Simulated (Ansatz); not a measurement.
# BaY in Ansatz: the effect of functional

BaY:

```xyz
2
Lattice="4.4204 0.0000 0.0000 0.0000 4.4204 0.0000 0.0000 0.0000 4.4204" Properties=species:S:1:pos:R:3 pbc="T T T"
Ba    0.0000    0.0000    0.0000
Y     2.2102    2.2102    2.2102
```

The cell was built by a generator and needn't be a form met in nature.

Alike in all runs:

```yaml
Program: Ansatz 0.2.0
Task: band structure
Potentials_or_basis: Ansatz PAW
k_mesh: 6 × 6 × 6
Occupations: fermi-dirac, width 0.05 eV
Spin: no spin polarisation
```

| functional | cutoff | pressure (GPa) |
| --- | --- | --- |
| LDA | 420 eV (not typed: the program's choice for these potentials) | -2.4 |
| PBEsol | 420 eV (not typed: the program's choice for these potentials) | ? |
| RPBE | 420 eV (not typed: the program's choice for these potentials) | 0.9 |
| revPBE | 420 eV (not typed: the program's choice for these potentials) | 0.6 |
| BLYP | 420 eV (not typed: the program's choice for these potentials) | 1.0 |
| r2SCAN | 500 eV (not typed: the program's choice for these potentials) | 0.1 |

Task: What does the run with functional PBEsol give?

Result: Pressure -1.4 GPa.

Caveats: the PAW data sets come from PBE, with cores solved anew for the run's functional, which leaves a small shift of forces and pressure.

Runs at the PBE level aren't shown here.
